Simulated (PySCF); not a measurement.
# C5H6F3N: magnetic properties

What do calculations give for the magnetic properties of C5H6F3N (`C=CC/N=C/C(F)(F)F`)?

Programs: PySCF 2.14.0, with routines of our own; each step states its level. All values are computed. Atoms count from 0.

## Step 1: The starting structure

15 atoms, charge 0, multiplicity 1; geometry from: GFN2-xTB.

## Step 2: Magnetic properties: GIAO CAM-B3LYP/pcSseg-1

The job: settings as JSON, then the geometry in Å.

```
{"job": {"kind": "mag", "xc": "CAM-B3LYP", "basis": "pcSseg-1", "isotopologues": 0}, "charge": 0, "multiplicity": 1}
C      2.854257    -0.142630     0.349425
C      1.782621     0.624086     0.323203
C      0.727949     0.550677    -0.745801
N     -0.554393     0.549180    -0.120980
C     -1.363307    -0.386706    -0.291099
C     -2.696881    -0.360759     0.409645
F     -3.698931    -0.619106    -0.449663
F     -2.974194     0.799511     0.998794
F     -2.764146    -1.312202     1.358576
H      3.593723    -0.054252     1.126212
H      3.046907    -0.882138    -0.410754
H      1.590669     1.359374     1.090276
H      0.891352    -0.315653    -1.404016
H      0.773033     1.472796    -1.337358
H     -1.213074    -1.274189    -0.918371
```

With the program's defaults for keys left out, this is: GIAO CAM-B3LYP/pcSseg-1 magnetisability, rotational g tensor and spin-rotation constants, non-relativistic, gas phase.

The run is started by

```sh
$ OMP_NUM_THREADS=1 python excited_run.py task.json out
```

One launch serves the whole session: the jobs run in the order shown.

Standard output:

```text
coarse grid: 13472 points
cycle   1  E = -547.8757909926  dE =  1.581e+00  |g| = 1.002e+00  |ddm| = 3.410e+00
cycle   2  E = -547.7815619855  dE =  9.423e-02  |g| = 1.340e+00  |ddm| = 1.168e+00
cycle   3  E = -548.0571822708  dE = -2.756e-01  |g| = 9.235e-02  |ddm| = 6.533e-01
cycle   4  E = -548.0581844356  dE = -1.002e-03  |g| = 6.360e-02  |ddm| = 8.970e-02
cycle   5  E = -548.0589938681  dE = -8.094e-04  |g| = 1.446e-02  |ddm| = 5.233e-02
cycle   6  E = -548.0590351490  dE = -4.128e-05  |g| = 3.048e-03  |ddm| = 1.152e-02
cycle   7  E = -548.0590374099  dE = -2.261e-06  |g| = 6.769e-04  |ddm| = 3.378e-03
final grid: 134080 points
cycle   8  E = -548.1400911785  dE = -3.354e-05  |g| = 5.032e-03  |ddm| = 1.509e-02
cycle   9  E = -548.1400911632  dE =  1.531e-08  |g| = 5.473e-03  |ddm| = 6.156e-03
cycle  10  E = -548.1400957802  dE = -4.617e-06  |g| = 4.816e-04  |ddm| = 2.799e-03
cycle  11  E = -548.1400958216  dE = -4.140e-08  |g| = 1.650e-04  |ddm| = 3.917e-04
cycle  12  E = -548.1400958271  dE = -5.431e-09  |g| = 5.976e-05  |ddm| = 1.432e-04
cycle  13  E = -548.1400958278  dE = -6.951e-10  |g| = 1.446e-05  |ddm| = 5.037e-05
converged SCF energy = -548.1400958278

Magnetisability tensor (1e-30 J/T^2)
    -1035.23       19.26      -28.55
       19.26    -1055.76      140.38
      -28.55      140.38    -1115.90
isotropic -1068.96   principal values   -1235.28  -1029.44   -942.17
isotropic susceptibility -64.374 1e-6 cm^3/mol

Inertial axes            a          b          c
rot. const./GHz      3.9482     0.6861     0.6728
chi total           -61.996    -74.382    -56.746
chi diamagnetic    -384.435  -1758.961  -1787.128
chi paramagnetic    322.439   1684.580   1730.383
quadrupole/D A       -0.578     -1.039      1.617
g nuclear            0.5451     0.5379     0.5358
g electronic        -0.5981    -0.5430    -0.5469
g total             -0.0529    -0.0051    -0.0111

Spin-rotation constants (kHz, H = +C I.J)
atom  isotope        aa         bb         cc
  3    14N        1.473      0.034      0.141
  6    19F        4.536      0.853      0.879
  7    19F        5.869      0.749      0.609
  8    19F        5.946      0.632      0.888
  9     1H       -0.137     -0.025     -0.041
 10     1H       -0.392     -0.077      0.056
 11     1H       -0.395     -0.074      0.067
 12     1H       -0.375     -0.082      0.037
 13     1H       -0.338      0.030     -0.066
 14     1H       -0.303     -0.081      0.061
  0    13C*       0.958      0.167      0.284
  1    13C*       1.106      0.182      0.320
  2    13C*       0.812      0.165      0.148
  4    13C*       1.599      0.163      0.279
  5    13C*       1.264      0.212      0.201
* in the singly substituted isotopologue
```

Wall time 72 s (1 thread of Arm Neoverse N1, shared host); peak memory 0.97 GiB.

Key values:

```
              quantity                      value
       magnetisability           -1069·10⁻³⁰ J/T²
  molar susceptibility         -64.4·10⁻⁶ cm³/mol
rotational g (a, b, c)  -0.0529, -0.0051, -0.0111
```

The fields below are evaluated on a grid from the run's orbitals.

Frontier orbitals at CAM-B3LYP/pcSseg-1, with the share of their density that lies nearest to each atom:

```
orbital  energy (eV)                    lies on
   HOMO        -9.37     C0, C1 about 36 % each
   LUMO         0.00  N3 35 %; C4 31 %; H14 8 %
```

ELF in a plane through or near 4 of the atoms.

Values, 10 rows by 14 columns:
```
0.00 0.00 0.00 0.00 0.00 0.00 0.00 0.00 0.00 0.00 0.00 0.00 0.00 0.00
0.00 0.00 0.00 0.00 0.00 0.00 0.00 0.00 0.00 0.00 0.00 0.00 0.00 0.00
0.00 0.00 0.00 0.00 0.24 0.96 0.10 0.00 0.00 0.32 0.53 0.13 0.00 0.00
0.00 0.00 0.01 0.03 0.57 1.00 0.15 0.47 0.02 0.71 0.77 0.50 0.00 0.00
0.00 0.00 0.06 0.33 0.63 0.45 0.10 0.89 0.48 0.22 0.74 0.06 0.00 0.00
0.00 0.00 0.09 0.63 0.74 0.83 0.19 0.52 0.81 0.37 0.19 0.72 0.25 0.00
0.00 0.00 0.01 0.16 0.06 0.26 0.64 0.20 0.63 0.26 0.29 0.65 0.09 0.00
0.00 0.00 0.00 0.00 0.00 0.25 0.71 0.03 0.06 0.05 0.01 0.05 0.00 0.00
0.00 0.00 0.00 0.00 0.00 0.02 0.11 0.01 0.00 0.00 0.00 0.00 0.00 0.00
0.00 0.00 0.00 0.00 0.00 0.00 0.00 0.00 0.00 0.00 0.00 0.00 0.00 0.00
```
The map spans 12.7 Å across and 8.1 Å up, centred on the molecule. Atoms in the plane (x, y in Å): C2 (-0.8, -0.6), N3 (0.5, 0.0), F7 (2.9, 1.2), H11 (-1.7, 1.4).

On the surface of density 0.002 e/bohr³ the electrostatic potential runs, from the 1st to the 99th percentile, from -1.30 V near N3 to 1.33 V near H14.

## Step 3: Magnetic properties: GIAO X3LYP/MINI in chloroform

Settings changed since step 2:

```diff
@@ -1,2 +1,2 @@
-{"job": {"kind": "mag", "xc": "CAM-B3LYP", "basis": "pcSseg-1", "isotopologues": 0}, "charge": 0, "multiplicity": 1}
+{"job": {"kind": "mag", "xc": "X3LYP", "basis": "MINI", "solvent": "chloroform"}, "charge": 0, "multiplicity": 1}
 C      2.854257    -0.142630     0.349425
```

Method: GIAO X3LYP/MINI magnetisability, non-relativistic, IEF-PCM chloroform.

Standard output:

```text
coarse grid: 13472 points
cycle   1  E = -543.8818653998  dE =  1.788e+00  |g| = 7.358e-01  |ddm| = 6.007e+00
cycle   2  E = -543.8398713935  dE =  4.199e-02  |g| = 8.830e-01  |ddm| = 2.401e+00
cycle   3  E = -544.0602851285  dE = -2.204e-01  |g| = 1.639e-01  |ddm| = 1.377e+00
cycle   4  E = -544.0683720303  dE = -8.087e-03  |g| = 3.215e-02  |ddm| = 2.638e-01
cycle   5  E = -544.0686329775  dE = -2.609e-04  |g| = 1.257e-02  |ddm| = 5.479e-02
cycle   6  E = -544.0686842352  dE = -5.126e-05  |g| = 1.845e-03  |ddm| = 1.991e-02
cycle   7  E = -544.0686853436  dE = -1.108e-06  |g| = 4.834e-04  |ddm| = 3.566e-03
final grid: 134080 points
cycle   8  E = -544.1419561221  dE = -6.876e-06  |g| = 1.306e-03  |ddm| = 1.129e-02
cycle   9  E = -544.1419563057  dE = -1.836e-07  |g| = 1.142e-03  |ddm| = 4.302e-03
cycle  10  E = -544.1419567078  dE = -4.021e-07  |g| = 3.229e-04  |ddm| = 2.086e-03
cycle  11  E = -544.1419567387  dE = -3.093e-08  |g| = 6.146e-05  |ddm| = 5.057e-04
cycle  12  E = -544.1419567399  dE = -1.142e-09  |g| = 1.246e-05  |ddm| = 1.049e-04
cycle  13  E = -544.1419567399  dE = -5.809e-11  |g| = 2.682e-06  |ddm| = 2.718e-05
converged SCF energy = -544.1419567399

Magnetisability tensor (1e-30 J/T^2)
    -1113.59       29.00      -23.40
       29.00    -1153.82      110.47
      -23.40      110.47    -1205.76
isotropic -1157.72   principal values   -1300.36  -1108.07  -1064.74
isotropic susceptibility -69.720 1e-6 cm^3/mol

Inertial axes            a          b          c
rot. const./GHz      3.9482     0.6861     0.6728
chi total           -66.591    -78.287    -64.281
chi diamagnetic    -391.823  -1765.871  -1794.659
chi paramagnetic    325.233   1687.585   1730.378
quadrupole/D A       -0.388     -1.662      2.049
```

Run time: 13 s. Hardware: 1 thread of Arm Neoverse N1, shared host; peak memory 0.53 GiB.

From this job:

```csv
quantity,value
magnetisability,-1158·10⁻³⁰ J/T²
molar susceptibility,-69.7·10⁻⁶ cm³/mol
```

## Step 4: Outcome

| quantity | value |
| --- | --- |
| magnetisability (step 2, GIAO CAM-B3LYP/pcSseg-1) | -1069·10⁻³⁰ J/T² |
| molar susceptibility (step 2, GIAO CAM-B3LYP/pcSseg-1) | -64.4·10⁻⁶ cm³/mol |
| rotational g (a, b, c) (step 2, GIAO CAM-B3LYP/pcSseg-1) | -0.0529, -0.0051, -0.0111 |
| surface potential, 1st and 99th percentile | -1.30 V and 1.33 V |

**Reading.** The values above hold for this geometry and these levels alone. Vibrational averaging and real surroundings are missing from these values.
